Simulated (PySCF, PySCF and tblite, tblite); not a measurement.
# C₄H₆F₂O: a scan of pseudorotation, part 2 of 3

PySCF and tblite. Atoms count from 0. Earlier steps stand in the parts before.

## 9. Shieldings, coordinate held at 35.8: BHandHLYP/pcSseg-1

What the job is given:

```
{"job": {"kind": "nmr", "xc": "BHandHLYP", "basis": "pcSseg-1", "every": 2, "pop": false}, "charge": 0, "multiplicity": 1}
F     -2.079716    -0.561203    -0.432866
C     -0.997909    -0.167211     0.292977
F     -1.500054     0.154901     1.513904
C     -0.258497     1.006611    -0.350651
C      1.213794     0.558462    -0.333165
O      1.287833    -0.615954     0.457935
C      0.054806    -1.277960     0.385544
H     -0.422094     1.906801     0.239902
H     -0.632634     1.167345    -1.359572
H      1.879797     1.292826     0.120242
H      1.562503     0.340378    -1.352054
H     -0.023917    -1.906139    -0.513979
H     -0.063445    -1.890451     1.279591
```

Standard output:

```text
coarse grid: 11328 points
cycle   1  E = -430.4951147859  dE =  1.223e+00  |g| = 8.787e-01  |ddm| = 3.096e+00
cycle   2  E = -430.4706402125  dE =  2.447e-02  |g| = 1.013e+00  |ddm| = 9.971e-01
cycle   3  E = -430.6328120089  dE = -1.622e-01  |g| = 5.130e-02  |ddm| = 5.565e-01
cycle   4  E = -430.6332566147  dE = -4.446e-04  |g| = 2.607e-02  |ddm| = 4.487e-02
cycle   5  E = -430.6333948941  dE = -1.383e-04  |g| = 6.113e-03  |ddm| = 2.093e-02
cycle   6  E = -430.6334015293  dE = -6.635e-06  |g| = 1.868e-03  |ddm| = 4.637e-03
final grid: 111480 points
cycle   7  E = -430.6819172325  dE = -1.857e-05  |g| = 3.864e-03  |ddm| = 1.332e-02
cycle   8  E = -430.6819168497  dE =  3.829e-07  |g| = 4.290e-03  |ddm| = 4.404e-03
cycle   9  E = -430.6819199447  dE = -3.095e-06  |g| = 2.514e-04  |ddm| = 2.269e-03
cycle  10  E = -430.6819199546  dE = -9.861e-09  |g| = 1.373e-04  |ddm| = 2.902e-04
cycle  11  E = -430.6819199588  dE = -4.253e-09  |g| = 1.823e-05  |ddm| = 1.246e-04
cycle  12  E = -430.6819199589  dE = -5.900e-11  |g| = 7.746e-06  |ddm| = 1.692e-05
converged SCF energy = -430.6819199589

GIAO shielding tensors (ppm)
atom      isotropic    diamagn.    paramagn.     s11        s22        s33       span
  0 F      310.886     473.445    -162.559    195.310    340.325    397.022    201.713
  1 C       52.592     242.762    -190.170     43.009     52.952     61.816     18.806
  2 F      297.292     474.493    -177.201    216.545    318.947    356.383    139.839
  3 C      146.947     251.340    -104.393    123.386    140.507    176.948     53.562
  4 C      118.204     242.749    -124.545     75.544    107.214    171.854     96.310
  5 O      300.915     396.158     -95.243    213.099    307.788    381.859    168.760
  6 C      109.929     245.418    -135.490     84.141    104.213    141.432     57.291
  7 H       29.277      29.872      -0.595     25.541     27.961     34.329      8.787
  8 H       29.513      30.183      -0.670     25.806     28.023     34.710      8.904
  9 H       27.535      28.510      -0.975     23.295     25.998     33.312     10.016
 10 H       27.775      28.981      -1.206     22.912     26.897     33.516     10.604
 11 H       28.152      29.409      -1.256     23.932     27.793     32.731      8.799
 12 H       27.599      28.221      -0.622     24.314     26.547     31.936      7.621
```

It took 12 s on 1 thread of Arm Neoverse V1, shared host; peak memory 0.77 GiB.

This run: HOMO -9.37 eV, LUMO 1.91 eV; dipole 1.99 D.

## 10. Shieldings, coordinate held at 108.1: BHandHLYP/pcSseg-1

What the job is given:

```
{"job": {"kind": "nmr", "xc": "BHandHLYP", "basis": "pcSseg-1", "every": 2, "pop": false}, "charge": 0, "multiplicity": 1}
F     -2.157026    -0.490103    -0.241552
C     -0.969267    -0.147393     0.324204
F     -1.289857     0.235593     1.590603
C     -0.259350     0.963589    -0.442017
C      1.217481     0.597636    -0.288357
O      1.295026    -0.780145     0.058669
C      0.020280    -1.314345     0.323252
H     -0.496208     1.940884    -0.028013
H     -0.584662     0.921500    -1.481270
H      1.685496     1.181532     0.513604
H      1.784709     0.749788    -1.210390
H     -0.264525    -2.030520    -0.458355
H      0.029809    -1.821597     1.292947
```

Standard output:

```text
coarse grid: 11328 points
cycle   1  E = -430.4920452083  dE =  1.220e+00  |g| = 8.841e-01  |ddm| = 3.072e+00
cycle   2  E = -430.4669929017  dE =  2.505e-02  |g| = 1.020e+00  |ddm| = 1.038e+00
cycle   3  E = -430.6314161085  dE = -1.644e-01  |g| = 4.997e-02  |ddm| = 5.879e-01
cycle   4  E = -430.6318478253  dE = -4.317e-04  |g| = 2.493e-02  |ddm| = 4.408e-02
cycle   5  E = -430.6319767871  dE = -1.290e-04  |g| = 5.527e-03  |ddm| = 2.036e-02
cycle   6  E = -430.6319826116  dE = -5.825e-06  |g| = 1.634e-03  |ddm| = 4.354e-03
final grid: 111480 points
cycle   7  E = -430.6807937875  dE = -1.806e-05  |g| = 4.063e-03  |ddm| = 1.067e-02
cycle   8  E = -430.6807933214  dE =  4.661e-07  |g| = 4.540e-03  |ddm| = 4.842e-03
cycle   9  E = -430.6807967804  dE = -3.459e-06  |g| = 2.462e-04  |ddm| = 2.504e-03
cycle  10  E = -430.6807967898  dE = -9.357e-09  |g| = 1.370e-04  |ddm| = 2.998e-04
cycle  11  E = -430.6807967940  dE = -4.252e-09  |g| = 1.750e-05  |ddm| = 1.196e-04
cycle  12  E = -430.6807967941  dE = -5.457e-11  |g| = 7.115e-06  |ddm| = 1.590e-05
converged SCF energy = -430.6807967941

GIAO shielding tensors (ppm)
atom      isotropic    diamagn.    paramagn.     s11        s22        s33       span
  0 F      310.966     473.193    -162.226    189.936    337.953    405.010    215.073
  1 C       52.174     242.756    -190.582     42.392     52.613     61.517     19.125
  2 F      299.204     475.081    -175.878    228.972    314.132    354.506    125.534
  3 C      147.090     251.107    -104.016    124.213    142.569    174.489     50.275
  4 C      117.443     242.083    -124.640     74.355    105.673    172.300     97.945
  5 O      317.280     396.188     -78.908    204.942    325.027    421.872    216.930
  6 C      109.353     243.960    -134.607     82.348    102.985    142.727     60.379
  7 H       29.450      29.723      -0.274     26.433     27.402     34.515      8.082
  8 H       29.341      30.411      -1.069     25.239     28.162     34.623      9.384
  9 H       27.577      28.969      -1.391     23.049     26.360     33.324     10.275
 10 H       27.529      28.404      -0.874     23.266     26.179     33.143      9.876
 11 H       27.725      28.943      -1.217     23.626     27.239     32.311      8.685
 12 H       27.523      28.144      -0.621     24.035     26.844     31.689      7.655
```

Wall time 12 s (1 thread of Arm Neoverse V1, shared host); peak memory 0.77 GiB.

This run: HOMO -9.19 eV, LUMO 1.91 eV; dipole 1.73 D.

## 11. Shieldings, coordinate held at 180: BHandHLYP/pcSseg-1

What the job is given:

```
{"job": {"kind": "nmr", "xc": "BHandHLYP", "basis": "pcSseg-1", "every": 2, "pop": false}, "charge": 0, "multiplicity": 1}
F     -2.092744    -0.534724    -0.458227
C     -0.997078    -0.157141     0.251191
F     -1.483569     0.171431     1.480723
C     -0.253353     1.008101    -0.403018
C      1.204346     0.539381    -0.334798
O      1.146218    -0.870146    -0.418012
C      0.047256    -1.284736     0.352040
H     -0.433668     1.938509     0.129213
H     -0.591944     1.102797    -1.433953
H      1.659311     0.844800     0.618165
H      1.817462     0.892345    -1.162264
H     -0.327799    -2.227254    -0.048132
H      0.321919    -1.409704     1.409070
```

Standard output:

```text
coarse grid: 11328 points
cycle   1  E = -430.4965079163  dE =  1.229e+00  |g| = 8.792e-01  |ddm| = 3.092e+00
cycle   2  E = -430.4714098761  dE =  2.510e-02  |g| = 1.016e+00  |ddm| = 1.002e+00
cycle   3  E = -430.6343654243  dE = -1.630e-01  |g| = 5.077e-02  |ddm| = 5.635e-01
cycle   4  E = -430.6348034259  dE = -4.380e-04  |g| = 2.595e-02  |ddm| = 4.477e-02
cycle   5  E = -430.6349413881  dE = -1.380e-04  |g| = 5.972e-03  |ddm| = 2.099e-02
cycle   6  E = -430.6349477996  dE = -6.411e-06  |g| = 1.843e-03  |ddm| = 4.538e-03
final grid: 111480 points
cycle   7  E = -430.6832546638  dE = -1.778e-05  |g| = 3.881e-03  |ddm| = 1.279e-02
cycle   8  E = -430.6832542020  dE =  4.618e-07  |g| = 4.355e-03  |ddm| = 4.471e-03
cycle   9  E = -430.6832573841  dE = -3.182e-06  |g| = 2.374e-04  |ddm| = 2.323e-03
cycle  10  E = -430.6832573927  dE = -8.576e-09  |g| = 1.333e-04  |ddm| = 2.876e-04
cycle  11  E = -430.6832573967  dE = -3.978e-09  |g| = 1.756e-05  |ddm| = 1.172e-04
cycle  12  E = -430.6832573967  dE = -5.161e-11  |g| = 7.288e-06  |ddm| = 1.499e-05
converged SCF energy = -430.6832573967

GIAO shielding tensors (ppm)
atom      isotropic    diamagn.    paramagn.     s11        s22        s33       span
  0 F      300.811     473.696    -172.885    197.869    345.597    358.968    161.099
  1 C       51.592     243.244    -191.652     45.805     47.654     61.319     15.514
  2 F      300.767     474.506    -173.739    206.721    345.173    350.408    143.686
  3 C      144.580     250.433    -105.852    125.411    138.862    169.467     44.056
  4 C      117.285     244.366    -127.081     76.734    106.336    168.786     92.051
  5 O      292.193     396.495    -104.302    211.770    294.179    370.631    158.861
  6 C      107.864     244.960    -137.096     82.963    101.003    139.627     56.664
  7 H       29.612      29.767      -0.154     26.309     27.771     34.757      8.448
  8 H       29.417      30.081      -0.663     25.277     28.289     34.686      9.409
  9 H       28.032      29.543      -1.512     23.316     27.044     33.734     10.418
 10 H       27.618      28.568      -0.950     23.472     25.897     33.487     10.015
 11 H       27.518      28.297      -0.779     24.092     26.720     31.742      7.650
 12 H       28.023      29.112      -1.089     23.763     27.964     32.341      8.579
```

It took 12 s on 1 thread of Arm Neoverse V1, shared host; peak memory 0.77 GiB.

Key values: HOMO -9.45 eV, LUMO 2.03 eV; dipole 1.76 D.

## 12. Shieldings, coordinate held at 251.9: BHandHLYP/pcSseg-1

What the job is given:

```
{"job": {"kind": "nmr", "xc": "BHandHLYP", "basis": "pcSseg-1", "every": 2, "pop": false}, "charge": 0, "multiplicity": 1}
F     -1.775887    -0.611407    -0.923711
C     -1.018109    -0.203507     0.129932
F     -1.910558     0.007320     1.134226
C     -0.207641     1.046649    -0.201555
C      1.196808     0.501337    -0.488441
O      1.218988    -0.878536    -0.139442
C      0.032378    -1.247995     0.513063
H     -0.222122     1.706497     0.665065
H     -0.637082     1.567883    -1.054335
H      1.959621     1.029114     0.094640
H      1.455306     0.572344    -1.549142
H     -0.249572    -2.251746     0.187797
H      0.154122    -1.234772     1.605994
```

Standard output:

```text
coarse grid: 11328 points
cycle   1  E = -430.4925031762  dE =  1.218e+00  |g| = 8.826e-01  |ddm| = 3.077e+00
cycle   2  E = -430.4676163376  dE =  2.489e-02  |g| = 1.018e+00  |ddm| = 1.025e+00
cycle   3  E = -430.6314159990  dE = -1.638e-01  |g| = 5.041e-02  |ddm| = 5.775e-01
cycle   4  E = -430.6318524884  dE = -4.365e-04  |g| = 2.525e-02  |ddm| = 4.434e-02
cycle   5  E = -430.6319835178  dE = -1.310e-04  |g| = 5.770e-03  |ddm| = 2.044e-02
cycle   6  E = -430.6319896705  dE = -6.153e-06  |g| = 1.725e-03  |ddm| = 4.485e-03
final grid: 111480 points
cycle   7  E = -430.6805905912  dE = -1.714e-05  |g| = 4.117e-03  |ddm| = 1.137e-02
cycle   8  E = -430.6805900959  dE =  4.953e-07  |g| = 4.607e-03  |ddm| = 4.746e-03
cycle   9  E = -430.6805936277  dE = -3.532e-06  |g| = 2.573e-04  |ddm| = 2.519e-03
cycle  10  E = -430.6805936382  dE = -1.050e-08  |g| = 1.313e-04  |ddm| = 2.897e-04
cycle  11  E = -430.6805936421  dE = -3.846e-09  |g| = 1.780e-05  |ddm| = 1.198e-04
cycle  12  E = -430.6805936421  dE = -5.411e-11  |g| = 7.189e-06  |ddm| = 1.530e-05
converged SCF energy = -430.6805936421

GIAO shielding tensors (ppm)
atom      isotropic    diamagn.    paramagn.     s11        s22        s33       span
  0 F      299.896     474.859    -174.963    227.878    315.550    356.260    128.381
  1 C       52.549     242.658    -190.109     42.516     53.415     61.716     19.200
  2 F      312.292     473.180    -160.888    191.265    339.010    406.601    215.336
  3 C      147.747     251.337    -103.591    123.619    142.434    177.186     53.567
  4 C      118.095     241.835    -123.739     74.532    106.536    173.218     98.686
  5 O      314.601     396.064     -81.463    208.117    322.972    412.714    204.597
  6 C      110.026     244.540    -134.514     82.996    104.538    142.545     59.549
  7 H       29.376      30.417      -1.041     25.336     28.165     34.626      9.290
  8 H       29.348      29.757      -0.409     26.147     27.520     34.377      8.230
  9 H       27.576      28.562      -0.986     23.089     26.434     33.205     10.116
 10 H       27.512      28.694      -1.182     23.071     26.184     33.281     10.210
 11 H       27.545      28.098      -0.554     24.182     26.645     31.807      7.625
 12 H       27.901      29.200      -1.299     23.708     27.448     32.547      8.838
```

It took 12 s on 1 thread of Arm Neoverse V1, shared host; peak memory 0.77 GiB.

This run: HOMO -9.22 eV, LUMO 1.87 eV; dipole 1.88 D.

## 13. Shieldings, coordinate held at 324.2: BHandHLYP/pcSseg-1

What the job is given:

```
{"job": {"kind": "nmr", "xc": "BHandHLYP", "basis": "pcSseg-1", "every": 2, "pop": false}, "charge": 0, "multiplicity": 1}
F     -1.659274    -0.594473    -1.007967
C     -0.997811    -0.185542     0.110408
F     -1.972453    -0.007812     1.040312
C     -0.188048     1.080617    -0.145107
C      1.172335     0.489632    -0.509600
O      1.314835    -0.676936     0.283399
C      0.042454    -1.223801     0.553576
H     -0.141758     1.650792     0.782635
H     -0.622956     1.687508    -0.935311
H      2.011007     1.146920    -0.279812
H      1.199197     0.224598    -1.576134
H     -0.103474    -2.158782    -0.000783
H     -0.045816    -1.419515     1.626156
```

Standard output:

```text
coarse grid: 11328 points
cycle   1  E = -430.4955282152  dE =  1.226e+00  |g| = 8.819e-01  |ddm| = 3.069e+00
cycle   2  E = -430.4703121096  dE =  2.522e-02  |g| = 1.018e+00  |ddm| = 1.043e+00
cycle   3  E = -430.6341817403  dE = -1.639e-01  |g| = 5.033e-02  |ddm| = 5.939e-01
cycle   4  E = -430.6346167855  dE = -4.350e-04  |g| = 2.532e-02  |ddm| = 4.453e-02
cycle   5  E = -430.6347497725  dE = -1.330e-04  |g| = 5.641e-03  |ddm| = 2.092e-02
cycle   6  E = -430.6347557639  dE = -5.991e-06  |g| = 1.700e-03  |ddm| = 4.419e-03
final grid: 111480 points
cycle   7  E = -430.6827837427  dE = -1.742e-05  |g| = 3.979e-03  |ddm| = 1.196e-02
cycle   8  E = -430.6827832777  dE =  4.649e-07  |g| = 4.448e-03  |ddm| = 4.720e-03
cycle   9  E = -430.6827866351  dE = -3.357e-06  |g| = 2.536e-04  |ddm| = 2.519e-03
cycle  10  E = -430.6827866452  dE = -1.016e-08  |g| = 1.335e-04  |ddm| = 2.959e-04
cycle  11  E = -430.6827866492  dE = -3.971e-09  |g| = 1.604e-05  |ddm| = 1.176e-04
cycle  12  E = -430.6827866493  dE = -4.400e-11  |g| = 6.757e-06  |ddm| = 1.395e-05
converged SCF energy = -430.6827866493

GIAO shielding tensors (ppm)
atom      isotropic    diamagn.    paramagn.     s11        s22        s33       span
  0 F      299.801     475.334    -175.533    226.961    316.208    356.233    129.272
  1 C       52.182     243.046    -190.864     42.241     53.167     61.139     18.898
  2 F      311.715     473.223    -161.507    192.659    338.600    403.887    211.228
  3 C      145.696     250.643    -104.946    127.386    142.849    166.854     39.468
  4 C      117.217     243.674    -126.457     76.518    106.344    168.787     92.269
  5 O      307.339     396.446     -89.107    210.595    311.959    399.463    188.868
  6 C      109.121     244.090    -134.969     83.696    101.710    141.957     58.260
  7 H       29.488      30.363      -0.875     25.506     28.076     34.883      9.377
  8 H       29.657      29.695      -0.038     26.511     27.563     34.896      8.386
  9 H       27.616      28.470      -0.854     23.421     26.026     33.400      9.979
 10 H       27.834      29.457      -1.622     23.431     26.590     33.481     10.050
 11 H       27.655      28.432      -0.777     23.891     27.229     31.845      7.954
 12 H       27.647      28.693      -1.046     23.774     27.027     32.140      8.366
```

Run time: 12 s. Hardware: 1 thread of Arm Neoverse V1, shared host; peak memory 0.77 GiB.

In short: HOMO -9.32 eV, LUMO 2.02 eV; dipole 1.57 D.

## 14. Couplings, coordinate held at 0: B3LYP/pcJ-1+6-31G*

What the job is given:

```
{"job": {"kind": "j", "xc": "B3LYP", "basis": {"default": "6-31G*", "H": "pcJ-1", "F": "pcJ-1"}, "nuclei": ["H", "F"], "every": 4, "pop": false}, "charge": 0, "multiplicity": 1}
F     -1.858263    -0.624280    -0.763218
C     -1.001814    -0.189561     0.203011
F     -1.792832     0.031289     1.285955
C     -0.239623     1.065848    -0.224118
C      1.179798     0.525714    -0.435110
O      1.311178    -0.539847     0.483939
C      0.092057    -1.237120     0.484304
H     -0.270024     1.785262     0.593497
H     -0.674233     1.506355    -1.118004
H      1.961934     1.249916    -0.212453
H      1.300766     0.157091    -1.463924
H      0.061754    -1.994513    -0.312140
H     -0.039430    -1.714878     1.455302
```

Standard output:

```text
coarse grid: 11328 points
cycle   1  E = -430.8236219600  dE =  1.013e+00  |g| = 9.026e-01  |ddm| = 3.132e+00
cycle   2  E = -430.6281871306  dE =  1.954e-01  |g| = 1.426e+00  |ddm| = 1.515e+00
cycle   3  E = -430.9608499699  dE = -3.327e-01  |g| = 9.389e-02  |ddm| = 1.004e+00
cycle   4  E = -430.9623472020  dE = -1.497e-03  |g| = 4.853e-02  |ddm| = 1.044e-01
cycle   5  E = -430.9628463836  dE = -4.992e-04  |g| = 8.205e-03  |ddm| = 3.827e-02
cycle   6  E = -430.9628556526  dE = -9.269e-06  |g| = 4.052e-03  |ddm| = 7.804e-03
cycle   7  E = -430.9628586945  dE = -3.042e-06  |g| = 4.325e-04  |ddm| = 3.173e-03
final grid: 111480 points
cycle   8  E = -430.9426118382  dE = -9.712e-05  |g| = 7.819e-03  |ddm| = 2.266e-02
cycle   9  E = -430.9425994011  dE =  1.244e-05  |g| = 1.167e-02  |ddm| = 1.256e-02
cycle  10  E = -430.9426235609  dE = -2.416e-05  |g| = 8.067e-04  |ddm| = 7.192e-03
cycle  11  E = -430.9426236671  dE = -1.062e-07  |g| = 3.210e-04  |ddm| = 8.667e-04
cycle  12  E = -430.9426236881  dE = -2.099e-08  |g| = 7.326e-05  |ddm| = 3.067e-04
cycle  13  E = -430.9426236889  dE = -8.519e-10  |g| = 2.873e-05  |ddm| = 7.040e-05
converged SCF energy = -430.9426236889

Indirect spin-spin couplings (Hz)
  i      j    bonds     total        FC       PSO       DSO        SD
  0 F    2 F    2    213.114    63.615    72.259    -0.299    77.540
  0 F    7 H    3     13.674    14.931     0.521    -1.636    -0.141
  0 F    8 H    3     18.358    18.947    -0.572     0.684    -0.701
  0 F    9 H    4      0.264     0.607     1.266    -1.561    -0.048
  0 F   10 H    4      0.451    -0.315     0.823     0.057    -0.114
  0 F   11 H    3     16.539    16.787    -0.295     0.920    -0.873
  0 F   12 H    3      5.930     6.601     0.605    -1.167    -0.110
  2 F    7 H    3     20.169    20.264    -0.006     0.808    -0.897
  2 F    8 H    3      1.023     1.437     0.724    -1.114    -0.024
  2 F    9 H    4      0.156     0.298     1.246    -1.235    -0.152
  2 F   10 H    4     -0.275     0.393     0.892    -1.585     0.026
  2 F   11 H    3     15.112    16.120     0.624    -1.533    -0.099
  2 F   12 H    3     14.039    14.307    -0.367     0.702    -0.602
  7 H    8 H    2    -14.554   -14.210     1.610    -1.955         -
  7 H    9 H    3      9.721     9.607    -0.181     0.295         -
  7 H   10 H    3     11.689    12.547     1.613    -2.470         -
  7 H   11 H    4     -0.610     0.065     1.466    -2.140         -
  7 H   12 H    4      0.652     1.005     0.707    -1.060         -
  8 H    9 H    3      0.385     0.803     0.834    -1.251         -
  8 H   10 H    3      6.696     6.529    -0.259     0.425         -
  8 H   11 H    4     -0.259     0.101     0.790    -1.149         -
  8 H   12 H    4     -1.161    -0.476     1.509    -2.194         -
  9 H   10 H    2     -9.468    -9.018     1.675    -2.126         -
  9 H   11 H    4     -1.577    -0.876     1.389    -2.090         -
  9 H   12 H    4     -0.347     0.299     1.384    -2.031         -
 10 H   11 H    4      0.390     0.182    -0.629     0.838         -
 10 H   12 H    4     -1.475    -0.754     1.432    -2.153         -
 11 H   12 H    2    -12.034   -11.652     1.412    -1.793         -
```

Wall time 22 s (1 thread of Arm Neoverse V1, shared host); peak memory 0.84 GiB.

Key values: HOMO -7.37 eV, LUMO 1.22 eV; dipole 1.72 D.

[end of part 2 of 3]
